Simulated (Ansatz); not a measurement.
# GaN: the cost of one run

Method: DFT r2SCAN, scalar-relativistic, plane waves, PAW, in Ansatz 0.2.0.

2 further runs of the same task are left out: 2 set aside as unsound or not needed.

### 1 The system as given

The structure is cubic, space group F-43m (No. 216). Conventional cell: a = 4.498 Å, b = 4.498 Å, c = 4.498 Å, α = 90.00°, β = 90.00°, γ = 90.00°. Ga (site symmetry -43m) is surrounded by 4 N at 1.95 Å. N (site symmetry -43m) has 4 Ga at 1.95 Å in its first shell of neighbours.

As a file:

```cif
data_structure
_symmetry_space_group_name_H-M 'F-43m'
_symmetry_Int_Tables_number 216
_cell_length_a 4.4979
_cell_length_b 4.4979
_cell_length_c 4.4979
_cell_angle_alpha 90.000
_cell_angle_beta 90.000
_cell_angle_gamma 90.000
_cell_volume 91.00
loop_
_atom_site_label
_atom_site_type_symbol
_atom_site_symmetry_multiplicity
_atom_site_Wyckoff_symbol
_atom_site_fract_x
_atom_site_fract_y
_atom_site_fract_z
_atom_site_occupancy
Ga1 Ga 4 a 0.00000 0.00000 0.00000 1
N1 N 4 c 0.25000 0.25000 0.25000 1
```

It goes back to an entry of the Materials Project.

It is built from the cell relaxed beforehand with the same method (11.37 Å³/atom).

### 2 Zero of the scan

Contents of input.yaml:

```yaml
crystal:
  lattice:
    - [0.0, 4.4978735378, -4.4978735378]
    - [4.4978735378, 4.4978735378, 0.0]
    - [4.4978735378, 0.0, -4.4978735378]
  atoms:
    - { symbol: Ga, position: [0.0, 0.0, 0.5] }
    - { symbol: Ga, position: [0.0, 0.5, 0.5] }
    - { symbol: Ga, position: [0.5, 0.0, 0.5] }
    - { symbol: Ga, position: [0.5, 0.5, 0.5] }
    - { symbol: Ga, position: [0.0, 0.0, 1.0] }
    - { symbol: Ga, position: [0.0, 0.5, 1.0] }
    - { symbol: Ga, position: [0.5, 0.0, 1.0] }
    - { symbol: Ga, position: [0.5, 0.5, 1.0] }
    - { symbol: "N", position: [0.125, 0.125, 0.125] }
    - { symbol: "N", position: [0.125, 0.625, 0.125] }
    - { symbol: "N", position: [0.625, 0.125, 0.125] }
    - { symbol: "N", position: [0.625, 0.625, 0.125] }
    - { symbol: "N", position: [0.125, 0.125, 0.625] }
    - { symbol: "N", position: [0.125, 0.625, 0.625] }
    - { symbol: "N", position: [0.625, 0.125, 0.625] }
    - { symbol: "N", position: [0.625, 0.625, 0.625] }
basis:
  ecutwfc: 500
kpoints:
  mp_grid: { grid: [4, 4, 4] }
hamiltonian:
  xc: r2scan
scf:
  occupations: { method: gaussian, width: 0.05 }
output:
  forces: true
  stress: true
  eigenvalues: true
  write_density: true
  write_potential: true
  elf: true
  volumetric_format: npy
```

The run is started by

```
$ ansatz run input.yaml --threads 2 --pin off --max-ram 5120MiB --backend cpu --events-out ev --progress --plain --runs-dir out
```

What time and memory should one allow on 2 threads of Intel Xeon 6975P-C (Granite Rapids), shared host?

About 7.3 s, with a peak of 0.92 GiB.
